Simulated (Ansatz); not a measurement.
# CaH: the cost of one run

Computed with Ansatz 0.2.0 (DFT PBE, scalar-relativistic, plane waves, PAW, unless a step's input says otherwise).

The COD cell was measured well above room temperature, so it is larger than a cold one.

1 further run of the same task is left out (it didn't finish).

## Step 1: The system as given

The structure is cubic, space group Fm-3m (No. 225). Conventional cell: a = 5.183 Å, b = 5.183 Å, c = 5.183 Å, α = 90.00°, β = 90.00°, γ = 90.00°. Ca (site symmetry m-3m) has 6 H at 2.59 Å as nearest neighbours. H (site symmetry m-3m) has 6 Ca at 2.59 Å as nearest neighbours.

As a file:

```cif
data_structure
_symmetry_space_group_name_H-M 'Fm-3m'
_symmetry_Int_Tables_number 225
_cell_length_a 5.1834
_cell_length_b 5.1834
_cell_length_c 5.1834
_cell_angle_alpha 90.000
_cell_angle_beta 90.000
_cell_angle_gamma 90.000
_cell_volume 139.27
loop_
_atom_site_label
_atom_site_type_symbol
_atom_site_symmetry_multiplicity
_atom_site_Wyckoff_symbol
_atom_site_fract_x
_atom_site_fract_y
_atom_site_fract_z
_atom_site_occupancy
Ca1 Ca 4 a 0.00000 0.00000 0.00000 1
H1 H 4 b 0.50000 0.00000 0.00000 1
```

This is candidate A: rock salt type (Fm-3m, No. 225).

(A quick probe on a coarse mesh, which set the mesh and smearing, is not shown.)

## Step 3: Full relaxation (candidate A)

The input, input.yaml:

```yaml
crystal:
  lattice:
    - [0.0, 2.5916996885, 2.5916996885]
    - [2.5916996885, 0.0, 2.5916996885]
    - [2.5916996885, 2.5916996885, 0.0]
  atoms:
    - { symbol: Ca, position: [0.0, 0.0, 0.0] }
    - { symbol: H, position: [0.5, 0.5, 0.5] }
basis:
  ecutwfc: 420
kpoints:
  mp_grid: { grid: [18, 18, 18] }
hamiltonian:
  xc: pbe
scf:
  occupations: { method: gaussian, width: 0.1 }
output:
  forces: true
  stress: true
  eigenvalues: true
relax:
  adjacent_minimum: "off"
  f_tol: 0.01
  max_steps: 80
  cell: { stress_tol: 0.05 }
```

Launch:

```bash
$ ansatz run input.yaml --threads 1 --pin off --max-ram 2560MiB --backend cpu --events-out ev --progress --plain --runs-dir out
```

What time and memory should one allow on 1 thread of Arm Neoverse V2, shared host?

About 13 s, with a peak of 0.38 GiB.
